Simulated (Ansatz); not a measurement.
**C2H4Br2 (1,2-dibromoethane): CCSD/6-31G(d) (spherical functions)**

Aim: the electronic atomisation energy of C2H4Br2 (1,2-dibromoethane) at CCSD/6-31G* (spherical functions), from 4 runs. 

Program for the calculation: Ansatz 0.2.0.

16 further runs of the same task are left out: 16 set aside as unsound or not needed.

## 1. Starting point

C2H4Br2 has 8 atoms, charge 0, and is taken as a singlet. As SMILES, `BrCCBr`. Geometry: relaxed at PBE0-D4/def2-TZVP. This is one conformer, not always the lowest.

Bond lengths: Br1–C2 1.948 Å, C2–C3 1.500 Å, C3–Br4 1.948 Å, C2–H5 1.087 Å, C2–H6 1.087 Å, C3–H7 1.087 Å, C3–H8 1.087 Å. Some angles: Br1–C2–C3 109.0°, C2–C3–Br4 109.0°, Br1–C2–H5 106.6°, Br1–C2–H6 106.6°, C3–C2–H5 112.2°, C3–C2–H6 112.2°, C2–C3–H7 112.2°, C2–C3–H8 112.2°, Br4–C3–H7 106.6°, Br4–C3–H8 106.6°.

## 2. The energy at CCSD/6-31G(d) (spherical functions)

Contents of input.yaml:

```yaml
crystal:
  periodic: [false, false, false]
  atoms:
    - {symbol: Br, position_ang: [2.101900, 0.871290, -0.358980]}
    - {symbol: C, position_ang: [0.653840, -0.363310, 0.056210]}
    - {symbol: C, position_ang: [-0.653840, 0.363310, -0.056200]}
    - {symbol: Br, position_ang: [-2.101900, -0.871280, 0.358970]}
    - {symbol: H, position_ang: [0.836220, -0.727360, 1.064110]}
    - {symbol: H, position_ang: [0.731230, -1.182180, -0.654520]}
    - {symbol: H, position_ang: [-0.731230, 1.182180, 0.654520]}
    - {symbol: H, position_ang: [-0.836210, 0.727370, -1.064110]}
basis:
  gaussian:
    orbitals: 6-31G_st_-spherical.json
correlation:
  method: ccsd
  frozen_orbitals: {Br: 9, C: 1, H: 0}
accuracy: high
scf:
  omitted_lower_state_checks: [cluster_reference, increment]
```

The basis set 6-31G* is read from a file made from the Basis Set Exchange's data (not shown).

Run with:

```sh
ansatz run input.yaml --threads 1 --pin off --max-ram 2610MiB --events-out events.jsonl --progress --plain --runs-dir runs
```

The log of the run:

```text
Warning: RAYON_NUM_THREADS=1 ignored (pool sized by the plan → 1); use --threads N
[... 11 lines left out ...]
20 core orbitals not correlated: weight in the atoms' cores, before any rotation towards them, 1.000 or more for the frozen orbitals, at most 0.000 for the correlated occupied ones
[... 22 lines left out ...]
Total energy: -142126.57143473 eV, -5223.0551633762 hartree
Checks for a lower state left out: cluster_reference, increment
```

Run time: 43 s. Hardware: 1 thread of Arm Neoverse V1, shared host; peak memory 0.61 GiB.

## 3. The Br atom

Contents of job.yaml:

```yaml
crystal:
  periodic: [false, false, false]
  atoms:
    - symbol: Br
      position_ang: [0.000000, 0.000000, 0.000000]
basis:
  gaussian:
    orbitals: 6-31G_st_-spherical.json
magnetization:
  spin_polarized: true
  initial_magnetization: 1
correlation:
  method: ccsd
  frozen_orbitals: {Br: 9}
accuracy: high
scf:
  omitted_lower_state_checks: [cluster_reference, increment]
```

The basis set 6-31G* is read from a file made from the Basis Set Exchange's data (not shown).

Run with:

```sh
ansatz run job.yaml --threads 1 --pin off --max-ram 2610MiB --events-out events.jsonl --progress --plain --runs-dir runs
```

The log of the run:

```text
Warning: RAYON_NUM_THREADS=1 ignored (pool sized by the plan → 1); use --threads N
[... 13 lines left out ...]
9 core orbitals not correlated: weight in the atoms' cores, before any rotation towards them, 1.000 or more for the frozen orbitals, at most 0.000 for the correlated occupied ones
[... 18 lines left out ...]
Total energy: -69996.27980461 eV, -2572.3158376371 hartree
Checks for a lower state left out: cluster_reference, increment
```

Wall time 0.89 s (1 thread of Arm Neoverse V1, shared host).

## 4. The C atom

Contents of job.yaml:

```yaml
crystal:
  periodic: [false, false, false]
  atoms:
    - {symbol: C, position_ang: [0.000000, 0.000000, 0.000000]}
basis:
  gaussian:
    orbitals: 6-31G_st_-spherical.json
total_charge: 0
magnetization:
  spin_polarized: true
  initial_magnetization: 2
correlation:
  method: ccsd
  frozen_orbitals: {C: 1}
accuracy: high
scf:
  omitted_lower_state_checks: [cluster_reference, increment]
```

The basis set 6-31G* is read from a file made from the Basis Set Exchange's data (not shown).

Run with:

```sh
ansatz run job.yaml --threads 1 --pin off --max-ram 2610MiB --events-out events.jsonl --progress --plain --runs-dir runs
```

The log of the run:

```text
Warning: RAYON_NUM_THREADS=1 ignored (pool sized by the plan → 1); use --threads N
[... 12 lines left out ...]
1 core orbitals not correlated: weight in the atoms' cores, before any rotation towards them, 1.000 or more for the frozen orbitals, at most 0.000 for the correlated occupied ones
[... 17 lines left out ...]
Total energy: -1027.23953135 eV, -37.7503564890 hartree
Checks for a lower state left out: cluster_reference, increment
```

Wall time 0.18 s (1 thread of Arm Neoverse V1, shared host).

## 5. The H atom: a single-point energy at UHF/6-31G(d) (spherical functions)

Contents of run.yaml:

```yaml
crystal:
  periodic: [false, false, false]
  atoms:
    - {symbol: H, position_ang: [0.000000, 0.000000, 0.000000]}
basis:
  gaussian:
    orbitals: "6-31G*"
magnetization:
  spin_polarized: true
  initial_magnetization: 1
hamiltonian:
  xc: hf
total_charge: 0
accuracy: high
```

Run with:

```sh
ansatz run run.yaml --threads 1 --pin off --max-ram 2610MiB --events-out events.jsonl --progress --plain --runs-dir runs
```

The log of the run:

```text
Warning: RAYON_NUM_THREADS=1 ignored (pool sized by the plan → 1); use --threads N
Functional definition: HF
  name "HF"
  exchange = exact_x
  correlation = 0
3 factors; integrals over basis functions are off by at most 5.4e-10 eV
mean field evaluation 1: about -13.5385 eV, gradient 1.4e0 eV
mean field evaluation 2: about -13.5385 eV, gradient 1.4e0 eV
mean field evaluation 4: about -13.5577 eV, gradient 3.5e-5 eV
mean field evaluation 8: about -13.5576 eV, gradient 2.4e-12 eV
mean field -13.55760813 eV, -0.4982329092 hartree, gradient 4.4e-8 eV, S^2 0.750000; 0 other end points of the search recorded, 0 dependent functions left out
reference -13.55760813 eV, -0.4982329092 hartree; 1, 0 occupied and 1, 2 virtual orbitals, 3 factors
Total energy: -13.55760813 eV, -0.4982329092 hartree
```

It took 0.04 s on 1 thread of Arm Neoverse V1, shared host.

## 6. Outcome

At CCSD/6-31G* (spherical functions), 20 core orbitals frozen:

| quantity | value |
| --- | --- |
| molecule: total energy | -5223.05516 Eh |
| molecule: correlation energy (20 core orbitals frozen) | -784.7 mEh |
| molecule: T1 diagnostic | 0.007 |
| Br atom: total energy | -2572.31584 Eh |
| Br atom: correlation energy (9 core orbitals frozen) | -232.0 mEh |
| Br atom: ⟨S²⟩ of the reference determinant | 0.756 |
| Br atom: T1 diagnostic | 0.004 |
| C atom: total energy | -37.75036 Eh |
| C atom: correlation energy (1 core orbital frozen) | -69.8 mEh |
| C atom: ⟨S²⟩ of the reference determinant | 2.005 |
| C atom: T1 diagnostic | 0.006 |
| H atom: total energy | -0.49823 Eh |
| H atom: ⟨S²⟩ | 0.750 |
| electronic atomisation energy | 25.302 eV |

Taking the molecule apart into free atoms costs 25.30 eV (583 kcal/mol), before zero-point energy and without spin-orbit coupling.
